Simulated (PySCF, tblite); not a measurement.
# CH₁₁N₃PSi₂−: geometry, infrared bands and NMR shifts

Aim: predict the infrared bands and NMR shifts of CH₁₁N₃PSi₂− (`CN[Si](N)(N)[P-][SiH3]`).

The runs use tblite 0.8.0 and PySCF 2.14.0, with density-fitted response routines of our own; the level of theory stands in each step. All values are computed, except where a source is named. Atoms count from 0, in the outputs and in this text.

## Step 1: The starting structure

18 atoms, charge -1, multiplicity 1; geometry from: force field or distance geometry start.

Bonds of the start (Å): C0–N1 1.43, N1–Si2 1.80, Si2–N3 1.80, Si2–N4 1.78, Si2–P5 2.13, P5–Si6 2.16, C0–H7 1.10, C0–H8 1.11, C0–H9 1.11, N1–H10 1.06, N3–H11 1.06, N3–H12 1.04, N4–H13 1.06, N4–H14 1.06, Si6–H15 1.48, Si6–H16 1.45, Si6–H17 1.48.

## Step 2: Optimising the geometry with GFN2-xTB

Job settings and geometry (Å):

```
{"job": {"kind": "relax", "xc": "GFN2-xTB", "basis": "xTB"}, "charge": -1, "multiplicity": 1}
C     -2.488700    -0.488500     0.755100
N     -1.152800    -0.738800     1.201800
Si    -0.064400    -0.244600    -0.138700
N     -0.713200    -0.909000    -1.685000
N     -0.157200     1.529600    -0.287200
P      1.889700    -0.963600     0.328500
Si     3.292200     0.622100     0.773900
H     -3.193300    -1.252100     1.123300
H     -2.820700     0.514700     1.107800
H     -2.456300    -0.445100    -0.356200
H     -0.991900    -1.766000     1.406600
H     -0.496000    -1.944100    -1.733300
H     -0.222000    -0.473400    -2.486300
H     -0.786000     1.770700    -1.103700
H     -0.635400     1.962100     0.548400
H      4.574100    -0.030100     1.118400
H      3.518000     1.492700    -0.368100
H      2.895100     1.369700     1.988800
```

Run with:

```
$ OMP_NUM_THREADS=1 python probes_run.py task.json out
```

This one command runs all jobs of the session in turn.

**Question.** This job is followed by: GFN2-xTB harmonic vibrations, gas phase; GIAO PBE0/pcSseg-1 NMR shielding, non-relativistic, gas phase. Predict these results of the whole session: strongest single infrared mode (GFN2-xTB); zero-point energy (GFN2-xTB); ¹³C shifts against TMS (PBE0/pcSseg-1); ¹H shifts against TMS (PBE0/pcSseg-1, means over atoms taken as alike); ¹⁵N shifts against NH3 (PBE0/pcSseg-1, means over atoms taken as alike); ²⁹Si shifts against TMS (PBE0/pcSseg-1); ³¹P shifts against H3PO4 (PBE0/pcSseg-1).

The runs gave:

| quantity | value |
| --- | --- |
| strongest single infrared mode (GFN2-xTB) | 833 cm⁻¹, 664 km/mol |
| zero-point energy (GFN2-xTB) | 82.1 kcal/mol |
| ¹³C shifts against TMS (PBE0/pcSseg-1) | 32.7 ppm |
| ¹H shifts against TMS (PBE0/pcSseg-1, means over atoms taken as alike) | 4.35, 2.80, -0.26, -0.49 ppm |
| ¹⁵N shifts against NH3 (PBE0/pcSseg-1, means over atoms taken as alike) | 37.4, 34.3 ppm |
| ²⁹Si shifts against TMS (PBE0/pcSseg-1) | 10.7, -87.7 ppm |
| ³¹P shifts against H3PO4 (PBE0/pcSseg-1) | -390.1 ppm |

**Reading.** The optimisation took 294 steps and gained 0.899 eV; among the close pairs (by a distance rule), N1–Si2 changed most, from 1.796 to 1.740 Å. No mode is imaginary among the 48: a minimum at this level. The strongest single mode, at 833 cm⁻¹, is spread over several atoms, H15, H16, H17 among them. Unscaled tight-binding wavenumbers are off by several per cent, some by more. Its intensities can rank the bands wrongly. At PBE0/pcSseg-1: The largest span, 222 ppm, is at P5, where the paramagnetic term is -264 ppm.
